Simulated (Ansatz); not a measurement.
# C4H6AlClO2: the cost of one run

The runs use Ansatz 0.2.0, Gaussian basis; RKS PBE0-D4/def2-TZVP.

Levels to be run: relaxation at PBE-D4/def2-SVP; relaxation at PBE0-D4/def2-TZVP; harmonic vibrations at the same level.

1 further run of the same task is left out (set aside as unsound or not needed).

## (1) The system as given

SMILES `[CH3][Al-]1([Cl])[O]C=CC=[O+]1`, 14 atoms, charge 0, spin multiplicity 1.

Atoms are counted from 1 here; the program's logs count them from 0.

Bond lengths: C1–Al2 2.009 Å, C1–H9 1.098 Å, C1–H10 1.145 Å, C1–H11 1.044 Å, Al2–Cl3 2.179 Å, Al2–O4 1.872 Å, Al2–O8 1.814 Å, O4–C5 1.429 Å, C5–C6 1.359 Å, C5–H12 1.078 Å, C6–C7 1.491 Å, C6–H13 1.119 Å, C7–O8 1.258 Å, C7–H14 1.135 Å. Angles: Al2–C1–H9 106.7°, Al2–C1–H10 105.0°, Al2–C1–H11 110.1°, H9–C1–H10 108.3°, H9–C1–H11 115.5°, H10–C1–H11 110.6°, C1–Al2–Cl3 109.9°, C1–Al2–O4 111.6°, C1–Al2–O8 113.2°, Cl3–Al2–O4 109.0°, Cl3–Al2–O8 110.2°, O4–Al2–O8 102.6°, Al2–O4–C5 117.4°, O4–C5–C6 126.4°, O4–C5–H12 116.0°, C6–C5–H12 117.4°, C5–C6–C7 123.8°, C5–C6–H13 119.3° and more.

Coordinates:

```xyz
14
C4H6AlClO2
C     0.4196   -2.4172   -0.6255
Al    0.7127   -0.7406    0.4421
Cl    2.2420   -1.0817    1.9565
O     1.2398    0.6878   -0.6475
C     0.3566    1.8070   -0.7381
C    -0.7809    1.9963   -0.0186
C    -1.3256    1.0018    0.9502
O    -0.8039   -0.1118    1.2133
H     0.0363   -3.1737    0.0724
H    -0.4134   -2.1553   -1.3655
H     1.2943   -2.6765   -1.1327
H     0.6834    2.6163   -1.3707
H    -1.3773    2.9309   -0.1718
H    -2.2962    1.2875    1.4646
```

The start is a force-field geometry with small random shifts, so a cheaper pass at PBE-D4/def2-SVP comes first.

## (2) Relaxation at PBE-D4/def2-SVP (cheap first pass)

The input, in.yaml:

```yaml
crystal:
  periodic: [false, false, false]
  atoms:
    - {symbol: C, position_ang: [0.419600, -2.417200, -0.625500]}
    - {symbol: Al, position_ang: [0.712700, -0.740600, 0.442100]}
    - {symbol: Cl, position_ang: [2.242000, -1.081700, 1.956500]}
    - {symbol: O, position_ang: [1.239800, 0.687800, -0.647500]}
    - {symbol: C, position_ang: [0.356600, 1.807000, -0.738100]}
    - {symbol: C, position_ang: [-0.780900, 1.996300, -0.018600]}
    - {symbol: C, position_ang: [-1.325600, 1.001800, 0.950200]}
    - {symbol: O, position_ang: [-0.803900, -0.111800, 1.213300]}
    - {symbol: H, position_ang: [0.036300, -3.173700, 0.072400]}
    - {symbol: H, position_ang: [-0.413400, -2.155300, -1.365500]}
    - {symbol: H, position_ang: [1.294300, -2.676500, -1.132700]}
    - {symbol: H, position_ang: [0.683400, 2.616300, -1.370700]}
    - {symbol: H, position_ang: [-1.377300, 2.930900, -0.171800]}
    - {symbol: H, position_ang: [-2.296200, 1.287500, 1.464600]}
basis:
  gaussian: {orbitals: def2-SVP}
hamiltonian: {xc: pbe, dispersion: d4}
relax: {f_tol: 0.03, max_steps: 200}
```

Started as:

```console
> ansatz run in.yaml --threads 2 --pin off --events-out ev --progress --plain --max-ram 32768MiB --backend cpu
```

What time and memory should one allow on 2 threads of AMD EPYC 7R13, shared host?

About 41 s, with a peak of 0.25 GiB.
